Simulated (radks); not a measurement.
# Shell filling in a jellium sphere with rs = 4.42 bohr, N = 11 to 14

Aim: add electrons one at a time to a jellium sphere with rs = 4.42 bohr, try the lowest free levels for each, keep the configuration of least energy, and see where shells close. The background charge grows with the count, so each cluster is neutral; its cation and anion are computed too.

Program: radks, version 2. Model: non-relativistic spin-polarised Kohn-Sham, LDA (Slater exchange, Perdew-Wang correlation), spherically averaged shells. All values are calculated.

### 1 What is given

```
well                     : a jellium sphere with rs = 4.42 bohr
functional               : LDA (Slater exchange, Perdew-Wang correlation)
levels                   : named by radial order: 1s, 1p, 1d, 2s, 1f and so on
units                    : hartree and bohr; summary energies in eV
configuration carried in : 1s2 1p6 1d(up 2, down 0) (N = 10, energy -0.646958)
```

The runs follow, count by count.

### 2 Electron number 11

Next run: add 1d up. The run's settings:

```ini
kind = jellium
xc = PW
rs = 4.42  # bohr
electrons = 11
background = 11  # e
configuration = 1s2 1p6 1d(up 3, down 0)
```

Command:

```console
> python run_model.py task.json out
```

task.json names the series; the program runs every candidate in turn, and a move starts from the lowest state found so far. In the records, mag is the spin moment and err the last SCF error.

From the run's result record (rounded, not every field):

```text
{
  "status": "converged",
  "energy_total [hartree]": -0.712756086,
  "energy_kinetic [hartree]": 0.6026501,
  "energy_external [hartree]": -14.53477,
  "energy_hartree [hartree]": 7.170466,
  "energy_xc [hartree]": -1.336663,
  "energy_background [hartree]": 7.38556,
  "orbitals [level, occupation, hartree, mean radius in bohr]": [
    ["1s up", 1, -0.161256, 6.40752],
    ["1p up", 3, -0.129725, 7.57069],
    ["1d up", 3, -0.0898006, 8.5405],
    ["1s down", 1, -0.152602, 6.19695],
    ["1p down", 3, -0.118894, 7.52723]
  ],
  "r2_mean [bohr^2]": 63.1488,
  "mag [bohr magneton]": 3,
  "err": 1.9e-10,
  "spill_out [electrons]": 1.782997
}
```

Next run: add 1d down. Changed: configuration = 1s2 1p6 1d(up 2, down 1).

Result:

```text
{
  "status": "converged",
  "energy_total [hartree]": -0.705308365,
  "energy_kinetic [hartree]": 0.6005302,
  "energy_external [hartree]": -14.52793,
  "energy_hartree [hartree]": 7.16399,
  "energy_xc [hartree]": -1.327459,
  "energy_background [hartree]": 7.38556,
  "orbitals [level, occupation, hartree, mean radius in bohr]": [
    ["1s up", 1, -0.159224, 6.34008],
    ["1p up", 3, -0.127009, 7.55415],
    ["1d up", 2, -0.0869188, 8.55855],
    ["1s down", 1, -0.156354, 6.27206],
    ["1p down", 3, -0.123436, 7.54113],
    ["1d down", 1, -0.0832223, 8.58441]
  ],
  "r2_mean [bohr^2]": 63.3011,
  "mag [bohr magneton]": 1,
  "err": 3.1e-10,
  "spill_out [electrons]": 1.797912
}
```

Next run: add 2s up. Changed: configuration = 1s2 1p6 1d(up 2, down 0) 2s(up 1, down 0).

Result:

```text
{
  "status": "converged",
  "energy_total [hartree]": -0.693651222,
  "energy_kinetic [hartree]": 0.5952534,
  "energy_external [hartree]": -14.48976,
  "energy_hartree [hartree]": 7.13184,
  "energy_xc [hartree]": -1.316548,
  "energy_background [hartree]": 7.38556,
  "orbitals [level, occupation, hartree, mean radius in bohr]": [
    ["1s up", 1, -0.163707, 6.4503],
    ["1p up", 3, -0.132599, 7.61478],
    ["1d up", 2, -0.0931345, 8.57655],
    ["2s up", 1, -0.0736721, 7.70275],
    ["1s down", 1, -0.152586, 6.5894],
    ["1p down", 3, -0.122819, 7.65044]
  ],
  "r2_mean [bohr^2]": 64.28209,
  "mag [bohr magneton]": 3,
  "err": 2.5e-10,
  "spill_out [electrons]": 1.971811
}
```

Next run: move 1d up to 1d down: the same state as a run above.

The cation, at the same background. Changed: electrons = 10, configuration = 1s2 1p6 1d(up 2, down 0).

Result:

```text
{
  "status": "converged",
  "energy_total [hartree]": -0.579208026,
  "energy_kinetic [hartree]": 0.5607534,
  "energy_external [hartree]": -13.47786,
  "energy_hartree [hartree]": 6.175898,
  "energy_xc [hartree]": -1.223563,
  "energy_background [hartree]": 7.38556,
  "orbitals [level, occupation, hartree, mean radius in bohr]": [
    ["1s up", 1, -0.253496, 6.25848],
    ["1p up", 3, -0.22046, 7.35003],
    ["1d up", 2, -0.17809, 8.22875],
    ["1s down", 1, -0.247057, 6.11893],
    ["1p down", 3, -0.212472, 7.31645]
  ],
  "r2_mean [bohr^2]": 57.96575,
  "mag [bohr magneton]": 2,
  "err": 1.3e-11,
  "spill_out [electrons]": 1.218654
}
```

The anion, at the same background. Changed: electrons = 12, configuration = 1s2 1p6 1d(up 4, down 0).

Result:

```text
{
  "status": "converged",
  "energy_total [hartree]": -0.7606572,
  "energy_kinetic [hartree]": 0.6309848,
  "energy_external [hartree]": -15.51767,
  "energy_hartree [hartree]": 8.181423,
  "energy_xc [hartree]": -1.440958,
  "energy_background [hartree]": 7.38556,
  "orbitals [level, occupation, hartree, mean radius in bohr]": [
    ["1s up", 1, -0.0751575, 6.52773],
    ["1p up", 3, -0.0447651, 7.7904],
    ["1d up", 4, -0.00711417, 8.92536],
    ["1s down", 1, -0.0649216, 6.24452],
    ["1p down", 3, -0.03178, 7.74468]
  ],
  "r2_mean [bohr^2]": 69.18247,
  "mag [bohr magneton]": 4,
  "err": 4e-10,
  "spill_out [electrons]": 2.502366
}
```

| candidate | configuration | above the lowest (eV) |
| --- | --- | --- |
| add 1d up | 1s2 1p6 1d(up 3, down 0) | lowest |
| add 1d down | 1s2 1p6 1d(up 2, down 1) | 0.203 |
| add 2s up | 1s2 1p6 1d(up 2, down 0) 2s(up 1, down 0) | 0.520 |
| move 1d up to 1d down | 1s2 1p6 1d(up 2, down 1) | 0.203 |

Kept: 1s2 1p6 1d(up 3, down 0).

### 3 N = 12

Next run: add 1d up. The run's settings:

```ini
kind = jellium
xc = PW
rs = 4.42  # bohr
electrons = 12
background = 12  # e
configuration = 1s2 1p6 1d(up 4, down 0)
```

From the run's result record (rounded, not every field):

```text
{
  "status": "converged",
  "energy_total [hartree]": -0.784637197,
  "energy_kinetic [hartree]": 0.6624305,
  "energy_external [hartree]": -16.82243,
  "energy_hartree [hartree]": 8.30679,
  "energy_xc [hartree]": -1.46959,
  "energy_background [hartree]": 8.538162,
  "orbitals [level, occupation, hartree, mean radius in bohr]": [
    ["1s up", 1, -0.163729, 6.55346],
    ["1p up", 3, -0.133598, 7.71822],
    ["1d up", 4, -0.0951786, 8.66224],
    ["1s down", 1, -0.15285, 6.2746],
    ["1p down", 3, -0.119993, 7.66503]
  ],
  "r2_mean [bohr^2]": 66.4793,
  "mag [bohr magneton]": 4,
  "err": 6.9e-10,
  "spill_out [electrons]": 1.875954
}
```

Next run: add 1d down. Changed: configuration = 1s2 1p6 1d(up 3, down 1).

Result:

```text
{
  "status": "converged",
  "energy_total [hartree]": -0.774140939,
  "energy_kinetic [hartree]": 0.6596553,
  "energy_external [hartree]": -16.81319,
  "energy_hartree [hartree]": 8.298015,
  "energy_xc [hartree]": -1.456787,
  "energy_background [hartree]": 8.538162,
  "orbitals [level, occupation, hartree, mean radius in bohr]": [
    ["1s up", 1, -0.162085, 6.48708],
    ["1p up", 3, -0.131322, 7.70139],
    ["1d up", 3, -0.0927388, 8.6761],
    ["1s down", 1, -0.156675, 6.35242],
    ["1p down", 3, -0.124597, 7.67773],
    ["1d down", 1, -0.085797, 8.7248]
  ],
  "r2_mean [bohr^2]": 66.66154,
  "mag [bohr magneton]": 2,
  "err": 3.9e-10,
  "spill_out [electrons]": 1.895684
}
```

Next run: add 2s up. Changed: configuration = 1s2 1p6 1d(up 3, down 0) 2s(up 1, down 0).

Result:

```text
{
  "status": "converged",
  "energy_total [hartree]": -0.76525014,
  "energy_kinetic [hartree]": 0.6568656,
  "energy_external [hartree]": -16.78077,
  "energy_hartree [hartree]": 8.269686,
  "energy_xc [hartree]": -1.449198,
  "energy_background [hartree]": 8.538162,
  "orbitals [level, occupation, hartree, mean radius in bohr]": [
    ["1s up", 1, -0.165812, 6.60386],
    ["1p up", 3, -0.136149, 7.76336],
    ["1d up", 3, -0.0981747, 8.69372],
    ["2s up", 1, -0.0782879, 7.62872],
    ["1s down", 1, -0.152109, 6.71105],
    ["1p down", 3, -0.123407, 7.80068]
  ],
  "r2_mean [bohr^2]": 67.39989,
  "mag [bohr magneton]": 4,
  "err": 2.4e-10,
  "spill_out [electrons]": 2.051433
}
```

The cation, at the same background. Changed: electrons = 11, configuration = 1s2 1p6 1d(up 3, down 0).

Result:

```text
{
  "status": "converged",
  "energy_total [hartree]": -0.646332284,
  "energy_kinetic [hartree]": 0.624101,
  "energy_external [hartree]": -15.69707,
  "energy_hartree [hartree]": 7.242531,
  "energy_xc [hartree]": -1.354055,
  "energy_background [hartree]": 8.538162,
  "orbitals [level, occupation, hartree, mean radius in bohr]": [
    ["1s up", 1, -0.254133, 6.41617],
    ["1p up", 3, -0.222715, 7.51298],
    ["1d up", 3, -0.182163, 8.37691],
    ["1s down", 1, -0.245111, 6.20937],
    ["1p down", 3, -0.211536, 7.46694]
  ],
  "r2_mean [bohr^2]": 61.58744,
  "mag [bohr magneton]": 3,
  "err": 4.2e-10,
  "spill_out [electrons]": 1.32005
}
```

The anion, at the same background. Changed: electrons = 13, configuration = 1s2 1p6 1d(up 5, down 0).

Result:

```text
{
  "status": "converged",
  "energy_total [hartree]": -0.838361792,
  "energy_kinetic [hartree]": 0.6886042,
  "energy_external [hartree]": -17.87654,
  "energy_hartree [hartree]": 9.388145,
  "energy_xc [hartree]": -1.576728,
  "energy_background [hartree]": 8.538162,
  "orbitals [level, occupation, hartree, mean radius in bohr]": [
    ["1s up", 1, -0.078845, 6.66515],
    ["1p up", 3, -0.0496997, 7.92126],
    ["1d up", 5, -0.0132546, 9.00219],
    ["1s down", 1, -0.0666322, 6.31256],
    ["1p down", 3, -0.0342332, 7.86933]
  ],
  "r2_mean [bohr^2]": 72.09339,
  "mag [bohr magneton]": 5,
  "err": 1.8e-09,
  "spill_out [electrons]": 2.577258
}
```

| candidate | configuration | above the lowest (eV) |
| --- | --- | --- |
| add 1d up | 1s2 1p6 1d(up 4, down 0) | lowest |
| add 1d down | 1s2 1p6 1d(up 3, down 1) | 0.286 |
| add 2s up | 1s2 1p6 1d(up 3, down 0) 2s(up 1, down 0) | 0.528 |

Lowest: 1s2 1p6 1d(up 4, down 0).

From the same record, its empty bound levels (hartree) and its density (bohr, e/bohr³):

```text
empty: [["2s up", -0.07554], ["1f up", -0.051492], ["2p up", -0.034691], ["1d down", -0.081084], ["2s down", -0.068757], ["1f down", -0.038466], ["2p down", -0.028281]]
r: [0.3261, 1.146, 1.965, 2.785, 3.604, 4.424, 5.243, 6.063, 6.882, 7.702, 8.521, 9.341, 10.16, 10.98, 11.8, 12.62, 13.44, 14.26, 15.08, 15.9]
n: [0.001475, 0.001599, 0.001848, 0.002194, 0.002594, 0.002982, 0.003276, 0.003384, 0.003231, 0.002799, 0.002166, 0.00148, 0.0008958, 0.0004906, 0.0002505, 0.0001218, 5.711e-05, 2.611e-05, 1.172e-05, 5.198e-06]
```

### 4 13 electrons

Next run: add 1d up. The run's settings:

```ini
kind = jellium
xc = PW
rs = 4.42  # bohr
electrons = 13
background = 13  # e
configuration = 1s2 1p6 1d(up 5, down 0)
```

From the run's result record (rounded, not every field):

```text
{
  "status": "converged",
  "energy_total [hartree]": -0.86170693,
  "energy_kinetic [hartree]": 0.7190557,
  "energy_external [hartree]": -19.24619,
  "energy_hartree [hartree]": 9.513368,
  "energy_xc [hartree]": -1.604604,
  "energy_background [hartree]": 9.756661,
  "orbitals [level, occupation, hartree, mean radius in bohr]": [
    ["1s up", 1, -0.165574, 6.69223],
    ["1p up", 3, -0.136689, 7.86356],
    ["1d up", 5, -0.0996749, 8.78896],
    ["1s down", 1, -0.152751, 6.34278],
    ["1p down", 3, -0.120628, 7.80094]
  ],
  "r2_mean [bohr^2]": 69.66894,
  "mag [bohr magneton]": 5,
  "err": 1.2e-09,
  "spill_out [electrons]": 1.958499
}
```

Next run: add 1d down. Changed: configuration = 1s2 1p6 1d(up 4, down 1).

Result:

```text
{
  "status": "converged",
  "energy_total [hartree]": -0.848506299,
  "energy_kinetic [hartree]": 0.7157817,
  "energy_external [hartree]": -19.23494,
  "energy_hartree [hartree]": 9.50266,
  "energy_xc [hartree]": -1.588667,
  "energy_background [hartree]": 9.756661,
  "orbitals [level, occupation, hartree, mean radius in bohr]": [
    ["1s up", 1, -0.164236, 6.62638],
    ["1p up", 3, -0.134761, 7.84629],
    ["1d up", 4, -0.0975858, 8.79948],
    ["1s down", 1, -0.156581, 6.42391],
    ["1p down", 3, -0.125233, 7.81282],
    ["1d down", 1, -0.0877624, 8.8686]
  ],
  "r2_mean [bohr^2]": 69.86808,
  "mag [bohr magneton]": 3,
  "err": 1.3e-09,
  "spill_out [electrons]": 1.981917
}
```

Next run: add 2s up. Changed: configuration = 1s2 1p6 1d(up 4, down 0) 2s(up 1, down 0).

Result:

```text
{
  "status": "converged",
  "energy_total [hartree]": -0.842322285,
  "energy_kinetic [hartree]": 0.7150317,
  "energy_external [hartree]": -19.2075,
  "energy_hartree [hartree]": 9.477461,
  "energy_xc [hartree]": -1.583974,
  "energy_background [hartree]": 9.756661,
  "orbitals [level, occupation, hartree, mean radius in bohr]": [
    ["1s up", 1, -0.167374, 6.74866],
    ["1p up", 3, -0.138983, 7.90933],
    ["1d up", 4, -0.102398, 8.81704],
    ["2s up", 1, -0.082405, 7.58334],
    ["1s down", 1, -0.15139, 6.82417],
    ["1p down", 3, -0.123624, 7.94836]
  ],
  "r2_mean [bohr^2]": 70.43029,
  "mag [bohr magneton]": 5,
  "err": 6e-10,
  "spill_out [electrons]": 2.120937
}
```

The cation, at the same background. Changed: electrons = 12, configuration = 1s2 1p6 1d(up 4, down 0).

Result:

```text
{
  "status": "converged",
  "energy_total [hartree]": -0.719542367,
  "energy_kinetic [hartree]": 0.6838491,
  "energy_external [hartree]": -18.05456,
  "energy_hartree [hartree]": 8.381632,
  "energy_xc [hartree]": -1.487129,
  "energy_background [hartree]": 9.756661,
  "orbitals [level, occupation, hartree, mean radius in bohr]": [
    ["1s up", 1, -0.254223, 6.56503],
    ["1p up", 3, -0.224225, 7.67094],
    ["1d up", 4, -0.18533, 8.52444],
    ["1s down", 1, -0.242961, 6.2897],
    ["1p down", 3, -0.210255, 7.61343]
  ],
  "r2_mean [bohr^2]": 65.01563,
  "mag [bohr magneton]": 4,
  "err": 3.3e-10,
  "spill_out [electrons]": 1.409863
}
```

The anion, at the same background. Changed: electrons = 14, configuration = 1s2 1p6 1d(up 5, down 1).

Result:

```text
{
  "status": "converged",
  "energy_total [hartree]": -0.905430113,
  "energy_kinetic [hartree]": 0.7391419,
  "energy_external [hartree]": -20.35237,
  "energy_hartree [hartree]": 10.64634,
  "energy_xc [hartree]": -1.695199,
  "energy_background [hartree]": 9.756661,
  "orbitals [level, occupation, hartree, mean radius in bohr]": [
    ["1s up", 1, -0.0812118, 6.72829],
    ["1p up", 3, -0.0526135, 8.0334],
    ["1d up", 5, -0.0171716, 9.10765],
    ["1s down", 1, -0.0719255, 6.45422],
    ["1p down", 3, -0.0409216, 7.99969],
    ["1d down", 1, -0.00525669, 9.2539]
  ],
  "r2_mean [bohr^2]": 75.26213,
  "mag [bohr magneton]": 4,
  "err": 5.6e-10,
  "spill_out [electrons]": 2.676218
}
```

| candidate | configuration | above the lowest (eV) |
| --- | --- | --- |
| add 1d up | 1s2 1p6 1d(up 5, down 0) | lowest |
| add 1d down | 1s2 1p6 1d(up 4, down 1) | 0.359 |
| add 2s up | 1s2 1p6 1d(up 4, down 0) 2s(up 1, down 0) | 0.527 |

Lowest: 1s2 1p6 1d(up 5, down 0).

### 5 14 electrons

Next run: add 1d down. The run's settings:

```ini
kind = jellium
xc = PW
rs = 4.42  # bohr
electrons = 14
background = 14  # e
configuration = 1s2 1p6 1d(up 5, down 1)
```

From the run's result record (rounded, not every field):

```text
{
  "status": "converged",
  "energy_total [hartree]": -0.927619967,
  "energy_kinetic [hartree]": 0.7690741,
  "energy_external [hartree]": -21.7888,
  "energy_hartree [hartree]": 10.77532,
  "energy_xc [hartree]": -1.722541,
  "energy_background [hartree]": 11.03932,
  "orbitals [level, occupation, hartree, mean radius in bohr]": [
    ["1s up", 1, -0.165871, 6.75854],
    ["1p up", 3, -0.137546, 7.98856],
    ["1d up", 5, -0.101682, 8.92616],
    ["1s down", 1, -0.156238, 6.48549],
    ["1p down", 3, -0.125513, 7.94532],
    ["1d down", 1, -0.0892823, 9.01379]
  ],
  "r2_mean [bohr^2]": 72.95958,
  "mag [bohr magneton]": 4,
  "err": 1.6e-10,
  "spill_out [electrons]": 2.060063
}
```

Next run: add 2s up. Changed: configuration = 1s2 1p6 1d(up 5, down 0) 2s(up 1, down 0).

Result:

```text
{
  "status": "converged",
  "energy_total [hartree]": -0.924064191,
  "energy_kinetic [hartree]": 0.7700049,
  "energy_external [hartree]": -21.76574,
  "energy_hartree [hartree]": 10.75278,
  "energy_xc [hartree]": -1.720424,
  "energy_background [hartree]": 11.03932,
  "orbitals [level, occupation, hartree, mean radius in bohr]": [
    ["1s up", 1, -0.168539, 6.88526],
    ["1p up", 3, -0.141275, 8.05229],
    ["1d up", 5, -0.105982, 8.94365],
    ["2s up", 1, -0.0861235, 7.5583],
    ["1s down", 1, -0.150537, 6.92842],
    ["1p down", 3, -0.123593, 8.09273]
  ],
  "r2_mean [bohr^2]": 73.38978,
  "mag [bohr magneton]": 6,
  "err": 1.4e-09,
  "spill_out [electrons]": 2.183759
}
```

Next run: add 2s down. Changed: configuration = 1s2 1p6 1d(up 5, down 0) 2s(up 0, down 1).

Result:

```text
{
  "status": "converged",
  "energy_total [hartree]": -0.916529,
  "energy_kinetic [hartree]": 0.7709413,
  "energy_external [hartree]": -21.75944,
  "energy_hartree [hartree]": 10.74627,
  "energy_xc [hartree]": -1.713629,
  "energy_background [hartree]": 11.03932,
  "orbitals [level, occupation, hartree, mean radius in bohr]": [
    ["1s up", 1, -0.164988, 7.15789],
    ["1p up", 3, -0.139907, 8.10637],
    ["1d up", 5, -0.105096, 8.93995],
    ["1s down", 1, -0.156496, 6.56672],
    ["1p down", 3, -0.126523, 8.01234],
    ["2s down", 1, -0.0791809, 7.8177]
  ],
  "r2_mean [bohr^2]": 73.49981,
  "mag [bohr magneton]": 4,
  "err": 5.7e-10,
  "spill_out [electrons]": 2.185544
}
```

Next run: move 1d down to 2s up: the same state as a run above.

Next run: move 1d down to 2s down: the same state as a run above.

Next run: move 1d up to 1d down. Changed: configuration = 1s2 1p6 1d(up 4, down 2).

Result:

```text
{
  "status": "converged",
  "energy_total [hartree]": -0.918369907,
  "energy_kinetic [hartree]": 0.766921,
  "energy_external [hartree]": -21.78125,
  "energy_hartree [hartree]": 10.76812,
  "energy_xc [hartree]": -1.71148,
  "energy_background [hartree]": 11.03932,
  "orbitals [level, occupation, hartree, mean radius in bohr]": [
    ["1s up", 1, -0.164241, 6.69372],
    ["1p up", 3, -0.135359, 7.97439],
    ["1d up", 4, -0.0993692, 8.93959],
    ["1s down", 1, -0.159443, 6.56084],
    ["1p down", 3, -0.129394, 7.95477],
    ["1d down", 2, -0.0932381, 8.98393]
  ],
  "r2_mean [bohr^2]": 73.08,
  "mag [bohr magneton]": 2,
  "err": 1.2e-10,
  "spill_out [electrons]": 2.075482
}
```

The cation, at the same background. Changed: electrons = 13, configuration = 1s2 1p6 1d(up 5, down 0).

Result:

```text
{
  "status": "converged",
  "energy_total [hartree]": -0.797892818,
  "energy_kinetic [hartree]": 0.7402815,
  "energy_external [hartree]": -20.5458,
  "energy_hartree [hartree]": 9.590501,
  "energy_xc [hartree]": -1.622197,
  "energy_background [hartree]": 11.03932,
  "orbitals [level, occupation, hartree, mean radius in bohr]": [
    ["1s up", 1, -0.253942, 6.70588],
    ["1p up", 3, -0.225201, 7.82428],
    ["1d up", 5, -0.187821, 8.67071],
    ["1s down", 1, -0.24074, 6.35934],
    ["1p down", 3, -0.208774, 7.75562]
  ],
  "r2_mean [bohr^2]": 68.29705,
  "mag [bohr magneton]": 5,
  "err": 1.2e-09,
  "spill_out [electrons]": 1.491435
}
```

The anion, at the same background. Changed: electrons = 15, configuration = 1s2 1p6 1d(up 5, down 2).

Result:

```text
{
  "status": "converged",
  "energy_total [hartree]": -0.977792048,
  "energy_kinetic [hartree]": 0.7878881,
  "energy_external [hartree]": -22.96137,
  "energy_hartree [hartree]": 11.9737,
  "energy_xc [hartree]": -1.817334,
  "energy_background [hartree]": 11.03932,
  "orbitals [level, occupation, hartree, mean radius in bohr]": [
    ["1s up", 1, -0.082851, 6.78716],
    ["1p up", 3, -0.0547542, 8.14911],
    ["1d up", 5, -0.0203079, 9.2238],
    ["1s down", 1, -0.0762445, 6.58471],
    ["1p down", 3, -0.0464534, 8.12753],
    ["1d down", 2, -0.0118667, 9.32392]
  ],
  "r2_mean [bohr^2]": 78.25307,
  "mag [bohr magneton]": 3,
  "err": 3.5e-10,
  "spill_out [electrons]": 2.762865
}
```

| candidate | configuration | above the lowest (eV) |
| --- | --- | --- |
| add 1d down | 1s2 1p6 1d(up 5, down 1) | lowest |
| add 2s up | 1s2 1p6 1d(up 5, down 0) 2s(up 1, down 0) | 0.0968 |
| add 2s down | 1s2 1p6 1d(up 5, down 0) 2s(up 0, down 1) | 0.302 |
| move 1d down to 2s up | 1s2 1p6 1d(up 5, down 0) 2s(up 1, down 0) | 0.0968 |
| move 1d down to 2s down | 1s2 1p6 1d(up 5, down 0) 2s(up 0, down 1) | 0.302 |
| move 1d up to 1d down | 1s2 1p6 1d(up 4, down 2) | 0.252 |

Lowest: 1s2 1p6 1d(up 5, down 1).

### 6 The series side by side

| N | configuration | unpaired | E/N (eV) | ionisation (eV) | affinity (eV) | second difference (eV) | spill-out (e) |
| --- | --- | --- | --- | --- | --- | --- | --- |
| 11 | 1s2 1p6 1d(up 3, down 0) | 3 | -1.763 | 3.63 | 1.30 | -0.166 | 1.78 |
| 12 | 1s2 1p6 1d(up 4, down 0) | 4 | -1.779 | 3.76 | 1.46 | -0.141 | 1.88 |
| 13 | 1s2 1p6 1d(up 5, down 0) | 5 | -1.804 | 3.87 | 1.19 | 0.304 | 1.96 |
| 14 | 1s2 1p6 1d(up 5, down 1) | 4 | -1.803 | 3.53 | 1.37 | - | 2.06 |

The second difference is E(N+1) + E(N-1) - 2E(N) of neutral clusters.

Density of N = 14:

r (bohr), 1000 × density and a bar:
```
     0.34       1.42 #############
     1.63       1.62 ##############
     2.92       2.07 ##################
     4.21       2.67 ########################
     5.49       3.22 ############################
     6.78       3.39 ##############################
     8.07       2.91 ##########################
     9.36       1.91 #################
    10.64       0.93 ########
    11.93       0.35 ###
    13.22       0.11 #
    14.51       0.03 
    15.80       0.01 
    17.08       0.00
```

### 7 Summary of results

```
                 quantity                                 value
       closed shells at N                    none in this range
largest second difference  0.304 eV at N = 13 (of N = 11 to 13)
  most unpaired electrons                           5 at N = 13
      ionisation energies                       3.53 to 3.87 eV
  configuration at N = 14              1s2 1p6 1d(up 5, down 1)
```

What this shows: No closed-shell configuration falls in this range; the second difference peaks at N = 13, where a shell is half full. Among the lowest states kept at each count, up to 5 electrons are unpaired (N = 13), since exchange favours parallel spins. The ions keep the filling of the neutral cluster, less or plus one electron, without a search of their own. Only a few candidates are tried at each count, so a lower state may have been missed.
